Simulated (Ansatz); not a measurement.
Task: densities of the highest filled and lowest empty bands of TiO2, space group C2/c, with the Python package of Ansatz (0.2.0). Give the script and its output. Level of theory: PBEsol, PAW, the default cutoff (420 eV here), 5×5×4 k-points, fixed occupations.

```
CELL_PARAMETERS angstrom
2.70603 -2.70666 0.00000
2.70603 2.70666 0.00000
-2.63353 0.00000 4.79664
ATOMIC_POSITIONS crystal
Ti 0.13411 0.86589 0.25000
Ti 0.86589 0.13411 0.75000
O 0.33122 0.08876 0.66715
O 0.66878 0.91124 0.33285
O 0.91124 0.66878 0.83285
O 0.08876 0.33122 0.16715
```

`tio2_partial.py`:
```python
"""Densities of the top valence and bottom conduction bands of TiO2."""

import itertools
import warnings

import ansatz as az
import numpy as np

FUNCTIONAL = "PBEsol"
KMESH = (5, 5, 4)
FILLING = "fixed"

warnings.simplefilter("ignore", az.DeckWarning)

vectors = np.array([
    [2.70603, -2.70666, 0.0],
    [2.70603, 2.70666, 0.0],
    [-2.63353, 0.0, 4.79664],
])
structure = (
    az.Lattice.of(vectors)
    .atom("Ti", (0.13411, 0.86589, 0.25))
    .atom("Ti", (0.86589, 0.13411, 0.75))
    .atom("O", (0.33122, 0.08876, 0.66715))
    .atom("O", (0.66878, 0.91124, 0.33285))
    .atom("O", (0.91124, 0.66878, 0.83285))
    .atom("O", (0.08876, 0.33122, 0.16715))
)

calc = (
    structure.calculation()
    .functional(FUNCTIONAL)
    .pseudopotentials("paw")
    .kpoints(*KMESH)
    .occupations(FILLING)
    .band_densities([("v3", "v1"), ("c1", "c1")])
)
session = calc.session()
planned = session.plan(threads=1)
result = planned.execute()
report = result.report
# share of each window within a sphere about each atom, summed on the grid
cell = np.asarray(result.lattice.cell_ang)
for names, window in zip([("v3", "v1"), ("c1", "c1")], result.band_densities().windows):
    density = window.outcome.density
    rho = density.channels[0].density_e_per_ang3
    axes = density.fft_grid_basis @ cell
    points = np.stack(np.meshgrid(*(np.arange(n) / n for n in rho.shape), indexing="ij"), axis=-1)
    print("bands", names, "electrons", np.round(window.outcome.n_electrons, 3), "peak", round(float(rho.max()), 3), "e/A^3")
    for index, site in enumerate(result.lattice.sites):
        offset = points - np.asarray(site.position_ang) @ np.linalg.inv(axes)
        offset -= np.round(offset)
        distance = np.min([np.linalg.norm((offset + image) @ axes, axis=-1) for image in itertools.product((-1, 0, 1), repeat=3)], axis=0)
        print(f"   {index} {site.symbol:2s} {100 * rho[distance < 1.0].sum() / rho.sum():5.1f} % within 1.0 A")
```

```console
$ python tio2_partial.py
bands ('v3', 'v1') electrons [6.] peak 1.972 e/A^3
   0 Ti   2.5 % within 1.0 A
   1 Ti   2.5 % within 1.0 A
   2 O   20.2 % within 1.0 A
   3 O   20.2 % within 1.0 A
   4 O   20.2 % within 1.0 A
   5 O   20.2 % within 1.0 A
bands ('c1', 'c1') electrons [2.] peak 0.844 e/A^3
   0 Ti  36.8 % within 1.0 A
   1 Ti  36.8 % within 1.0 A
   2 O    2.1 % within 1.0 A
   3 O    2.1 % within 1.0 A
   4 O    2.1 % within 1.0 A
   5 O    2.1 % within 1.0 A
```

What to keep in mind:
- Spin is left out of this run.
- The structure comes from a database of computed cells and needn't be a stable or known phase.
- The windows are summed over all k-points with every state counted as full, the empty ones too; where a window cuts a degenerate level its bands share the weight. Values near the nuclei depend on the potentials. Spheres that overlap count density twice, so shares are no populations.
- Wall time of the script: 2.5 s on 1 thread of Intel(R) Xeon(R) 6975P-C (Granite Rapids), on a shared host, peak memory 0.44 GiB.

(Lines on the test bed's own set-up are left out of the output.)
